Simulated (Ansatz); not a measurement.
**C₂H₃AlS₂: one species, many methods**

How much do the methods differ for C₂H₃AlS₂? The plan is to run it at one geometry with functionals of several rungs and with coupled cluster, and see how far each lands from CCSD(T) at the basis-set limit for the atomisation energy.

Method: functionals in def2-TZVPP, the program's frozen cores in correlated methods; program: Ansatz 0.2.0, Gaussian basis.

The runs, in order: LDA (SPW92), PBE-D4, revPBE-D4, BLYP-D4, r2SCAN-D4, B97M-V, PBE0-D4, B3LYP-D4, r2SCANh-D4, r2SCAN0-D4, HSE06-D4, BHLYP-D4, CAM-B3LYP-D4, LC-ωPBE, ωB97X-V, ωB97M-V, B2PLYP, PBE-QIDH; CCSD(T)/def2-SVP; CCSD(T)/def2-TZVPP; MP2/def2-QZVPP; extrapolation to the limit; RPA on PBE.

## Step 1: Structure used throughout

The geometry comes from an earlier relaxation with PBE0-D4 in a triple-zeta def2 set; it is a stationary point, not always the lowest conformer.

SMILES `C=[C]1[AlH][S]S1`, 8 atoms, charge 0, spin multiplicity 1.

Atoms are counted from 1 here; the program's logs count them from 0.

Bond lengths: C1–C2 1.332 Å, C1–H6 1.085 Å, C1–H7 1.087 Å, C2–Al3 1.937 Å, C2–S5 1.775 Å, Al3–S4 2.182 Å, Al3–H8 1.576 Å, S4–S5 2.114 Å. Angles: C2–C1–H6 120.1°, C2–C1–H7 123.5°, H6–C1–H7 116.4°, C1–C2–Al3 140.0°, C1–C2–S5 123.8°, Al3–C2–S5 96.2°, C2–Al3–S4 88.5°, C2–Al3–H8 139.2°, S4–Al3–H8 132.3°, Al3–S4–S5 80.1°, C2–S5–S4 95.2°.

## Step 2: LDA

This LDA is Slater exchange with PW92 correlation.

The input, in.yaml:

```yaml
crystal:
  periodic: [false, false, false]
  atoms:
    - {symbol: C, position_ang: [-1.517007, 0.372902, 0.234480]}
    - {symbol: C, position_ang: [-0.201114, 0.276220, 0.049611]}
    - {symbol: Al, position_ang: [1.157761, -1.067971, -0.265541]}
    - {symbol: S, position_ang: [2.645973, 0.527354, -0.304240]}
    - {symbol: S, position_ang: [0.900339, 1.667562, 0.041946]}
    - {symbol: H, position_ang: [-2.133868, -0.519266, 0.227505]}
    - {symbol: H, position_ang: [-2.032059, 1.316432, 0.397293]}
    - {symbol: H, position_ang: [1.272076, -2.630132, -0.436854]}
basis:
  gaussian: {orbitals: def2-TZVPP}
hamiltonian: {xc: lda}
output: {orbitals: {seedname: orbitals}}
```

Run with:

```console
$ ansatz run in.yaml --threads 2 --pin off --events-out ev --progress --plain --max-ram 4352MiB
```

Further steps of the session: PBE-D4 (GGA); revPBE-D4 (GGA); BLYP-D4 (GGA); r2SCAN-D4 (meta-GGA); B97M-V (meta-GGA); B3LYP-D4 (hybrid); r2SCANh-D4 (hybrid); r2SCAN0-D4 (hybrid); HSE06-D4 (hybrid); BHLYP-D4 (hybrid); CAM-B3LYP-D4 (range-separated); LC-ωPBE (range-separated); ωB97X-V (range-separated); ωB97M-V (range-separated); B2PLYP (double hybrid); PBE-QIDH (double hybrid); CCSD(T) in def2-SVP; CCSD(T) in def2-TZVPP; MP2 in def2-QZVPP; RPA on PBE orbitals.

**Question.** What will the summary of the whole plan be? Wanted: atomisation energy, CCSD(T)/CBS; farthest beyond LDA; mean size of error, GGA; mean size of error, meta-GGA; mean size of error, hybrid; mean size of error, range-separated; mean size of error, double hybrid; gap, smallest and largest; T1 diagnostic.

**Answer**, as computed:

| quantity | value |
| --- | --- |
| atomisation energy, CCSD(T)/CBS | 2878.8 kJ/mol |
| functionals within 14.4 kJ/mol (0.5 %) | BLYP-D4, B3LYP-D4, r2SCANh-D4, PBE-QIDH |
| farthest beyond LDA | BHLYP-D4 (-112.1 kJ/mol) |
| mean size of error, GGA | 45.5 kJ/mol |
| mean size of error, meta-GGA | 45.6 kJ/mol |
| mean size of error, hybrid | 39.0 kJ/mol |
| mean size of error, range-separated | 20.4 kJ/mol |
| mean size of error, double hybrid | 23.4 kJ/mol |
| gap, smallest and largest | 2.32 eV (LDA (SPW92)), 8.73 eV (LC-ωPBE) |
| T1 diagnostic | 0.0143 |
| triples share of the correlation energy | 5.2 % |

**Reading.** LDA overbinds by 481.8 kJ/mol (17 %). PBE-D4 misses by +105.1 kJ/mol. Double hybrids carry the basis error of their MP2 part in triple zeta, and no dispersion term here, so their miss is partly the set-up's. Taken by rung, range-separated functionals do best (20.4 kJ/mol on average) and meta-GGA ones worst beyond LDA (45.6 kJ/mol). The gap between the best rungs is small, so their order is not settled. Misses under about 14.4 kJ/mol are within the doubt on the reference itself, which lacks core-valence correlation, relativity and higher excitations. Hartree-Fock recovers 70 % of the binding; the rest is correlation. CCSD(T) in def2-SVP is off by -216.1 kJ/mol, worse than the median functional, from the basis alone. Orbital gaps span 2.3 to 8.7 eV; exact exchange widens them. The restricted reference is unstable towards a spin-broken one.
